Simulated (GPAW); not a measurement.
# MoSe in GPAW: the effect of functional

MoSe:

```xyz
2
Lattice="0.0000 2.8929 2.8929 2.8929 0.0000 2.8929 2.8929 2.8929 0.0000" Properties=species:S:1:pos:R:3 pbc="T T T"
Mo    0.0000    0.0000    0.0000
Se    2.8929    2.8929    2.8929
```

The cell was built by a generator and needn't be a form met in nature.

Alike in all runs:

* Program: GPAW 26.7.0
* Task: elastic constants
* Cutoff: 600 eV
* Basis: pw
* k mesh: 6 × 6 × 6
* Occupations: fermi-dirac, width 0.05 eV
* Spin: no spin polarisation

Each run relaxes the cell or the atoms first.

```csv
functional,potentials or basis,relaxed volume (Å³/atom)
LDA,the program's PAW data sets (release 1.2.1) made for this functional,16.73
PBEsol,PAW data sets generated in the run's folder for this functional,17.08
PBE,GPAW PAW data sets (gpaw-data 1.2.1),17.78
r2SCAN,GPAW PAW data sets (gpaw-data 1.2.1),17.66
RPBE,the program's PAW data sets (release 1.2.1) made for this functional,?
AM05,PAW data sets generated in the run's folder for this functional,16.97
```

Task: What does the run with functional RPBE give?

Result: Relaxed volume 18.14 Å³/atom.

Caveats: the density grid can change from cell to cell, which puts small steps into energies and stress; the volume moved by over 15 % at a fixed basis, so the end points are rough; the elastic tensor has a negative eigenvalue, so either the cell is unstable as it stands or the mesh is too thin; the PAW data sets were made with another functional, which shifts forces and pressure a little (some runs).
